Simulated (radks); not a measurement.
**Valence configurations of Pd⁺**

One table from this session's results is given with a row withheld; the runs are named, their logs left out.

Program: radks (a radial shooting solver on a logarithmic mesh, Libxc functionals) version 1. Level of theory: Dirac Kohn-Sham, PBEsol, spin-unpolarised, spherical densities, point nucleus; open shells fill j = l - 1/2 first. These are calculated values, not measurements, unless marked.

### What is computed

| Property | Result |
| --- | --- |
| element | palladium (Z = 46) |
| charge | +1 |
| electrons | 45 |
| configuration | [Kr] 4d9 |
| others tried | 4d7 5s2; 4d8 5s1; 4d8 5p1; 4d8.5 5p0.5; 4d7 5p2; 4d7 5s1 5p1 |

The first run:

Input:

```text
Z 46
configuration [Kr] 4d9
relativity Dirac
functional pbe_sol,pbe_sol
spin unpolarised
j_filling energy
nucleus point
c 137.035999084
```

Steps of the session up to this table: [Kr] 4d9.

One of the session's tables, all rows but one given; the rest of the session is left out.

It belongs to the step «[Kr] 4d9». Radial moments (bohr):

| level | <r> | outermost maximum (interpolated) | 90 % within | nodes |
| --- | --- | --- | --- | --- |
| 3p3/2 | 0.3822 | 0.338 | 0.576 | 1 |
| 3d3/2 | 0.3557 | 0.281 | 0.564 | 0 |
| 3d5/2 | 0.3592 | 0.283 | 0.569 | 0 |
| 4s1/2 | 0.9454 | 0.851 | 1.38 | 3 |
| 4p1/2 | 1.019 | 0.892 | 1.51 | 2 |
| 4p3/2 | 1.051 | 0.918 | 1.56 | 2 |
| 4d3/2 | 1.448 | 1.08 | 2.34 | 1 |
| 4d5/2 | ? | ? | ? | ? |

**Question.** Estimate the row for 4d5/2.

The run gave: <r>: 1.470; outermost maximum (interpolated): 1.09; 90 % within: 2.38; nodes: 1. In the column «<r>» it is the highest.
